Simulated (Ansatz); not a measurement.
CsLiCr2Te2S3, 9 atoms in the cell. It takes space group Cm (No. 8, monoclinic). Conventional cell: a = 6.843 Å, b = 10.361 Å, c = 7.978 Å, α = 90.00°, β = 111.21°, γ = 90.00°. Cs (site symmetry m) is surrounded by 5 S at 3.58 to 3.92 Å and 1 Li at 4.01 Å. Li (site symmetry m) is surrounded by 3 S at 2.42 to 2.56 Å. Cr (site symmetry 1) is surrounded by 3 S at 2.20 to 2.25 Å and 1 Te at 2.51 Å. Around Te (site symmetry 1) lie 1 Cr at 2.51 Å. S (site symmetry 1) is surrounded by 2 Cr at 2.24 to 2.25 Å and 1 Li at 2.56 Å. S (site symmetry m) has 2 Cr at 2.20 Å and 1 Li at 2.42 Å as nearest neighbours. The cell was built by a generator and needn't be a form met in nature.

* Program: Ansatz 0.2.0
* Task: single point
* Functional: PBE
* Potentials or basis: SPMS NC
* Cutoff: 871 eV (not typed: the program's choice for these potentials)
* k mesh: 5 × 5 × 4
* Occupations: fermi-dirac, width 0.05 eV
* Spin: collinear spin, ferromagnetic start
* Starting moments: [0.0, 0.0, 3.0, 3.0, 0.0, 0.0, 0.0, 0.0, 0.0] μB

Potentials or basis: SPMS NC.

Command:

```sh
$ ansatz run input.yaml --threads 8 --pin off --max-ram 20480MiB --backend cpu --events-out ev --progress --plain --runs-dir out
```

Hardware: 8 threads of Intel(R) Xeon(R) Platinum 8488C (Sapphire Rapids), with other jobs on the host.

Problem. Estimate the wall time of this run.

Solution. It took 37 s on 8 threads of Intel(R) Xeon(R) Platinum 8488C (Sapphire Rapids) (shared host), peak memory 2.8 GiB. Counts: scf iterations 14, plane waves 15367, k points 33, bands 58.
